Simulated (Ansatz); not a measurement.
**CH3NOSe: basis-set convergence**

Aim: see how fast density functionals converge with the basis set for CH3NOSe.

Computed with Ansatz 0.2.0, Gaussian basis. Level: one geometry, several basis sets.

Levels to be run: PBE0-D4/def2-SVP; ωB97M-V/def2-SVP; PBE0-D4/def2-QZVPP; ωB97M-V/def2-QZVPP; the functionals' def2-TZVPP values are taken from earlier runs.

### Step 1. The relaxed structure

All runs share one geometry, relaxed beforehand with PBE0-D4 in a triple-zeta def2 set.

SMILES `NC(O)=[Se]`, 7 atoms, charge 0, spin multiplicity 1.

Atoms are counted from 1 here; the program's logs count them from 0.

Bond lengths: N1–C2 1.329 Å, N1–H5 1.003 Å, N1–H6 1.006 Å, C2–O3 1.331 Å, C2–Se4 1.805 Å, O3–H7 0.967 Å. Angles: C2–N1–H5 119.0°, C2–N1–H6 120.6°, H5–N1–H6 120.4°, N1–C2–O3 111.8°, N1–C2–Se4 125.4°, O3–C2–Se4 122.8°, C2–O3–H7 106.3°.

Geometry (Å):

```
N    -0.4584    0.9311    0.0590
C     0.0573   -0.2728   -0.1668
O     0.8455   -0.6673    0.8303
Se   -0.2477   -1.2827   -1.6317
H    -1.0703    1.3340   -0.6255
H    -0.2395    1.4328    0.9036
H     1.1742   -1.5433    0.5855
```

### Step 2. PBE0-D4 in def2-SVP

Input file in.yaml:

```yaml
crystal:
  periodic: [false, false, false]
  atoms:
    - {symbol: N, position_ang: [-0.458358, 0.931099, 0.058983]}
    - {symbol: C, position_ang: [0.057316, -0.272801, -0.166773]}
    - {symbol: O, position_ang: [0.845501, -0.667267, 0.830299]}
    - {symbol: Se, position_ang: [-0.247664, -1.282655, -1.631744]}
    - {symbol: H, position_ang: [-1.070281, 1.333953, -0.625491]}
    - {symbol: H, position_ang: [-0.239466, 1.432848, 0.903551]}
    - {symbol: H, position_ang: [1.174153, -1.543279, 0.585475]}
basis:
  gaussian: {orbitals: def2-SVP}
hamiltonian: {xc: pbe0, dispersion: d4}
output: {orbitals: {seedname: orbitals}}
```

Launch:

```sh
ansatz run in.yaml --threads 2 --pin off --events-out ev --progress --plain --max-ram 4352MiB
```

The runs that follow: ωB97M-V in def2-SVP; PBE0-D4 in def2-QZVPP; ωB97M-V in def2-QZVPP.

Q: Predict the results of all the runs planned. Wanted: PBE0-D4: double and triple zeta above quadruple; ωB97M-V: double and triple zeta above quadruple.

The runs gave:

| quantity | value |
| --- | --- |
| PBE0-D4: double and triple zeta above quadruple | 15.05, 1.63 eV |
| ωB97M-V: double and triple zeta above quadruple | 15.12, 1.57 eV |

What this shows: For PBE0-D4 the step from double to triple zeta gains 13.42 eV and the next only 1.63 eV. These are total energies; as a rule much of such shifts cancels in differences, which this series doesn't test. The LUMO of ωB97M-V is positive and keeps falling with the basis (1.97 to 1.38 eV): an unbound level that the basis holds in place.
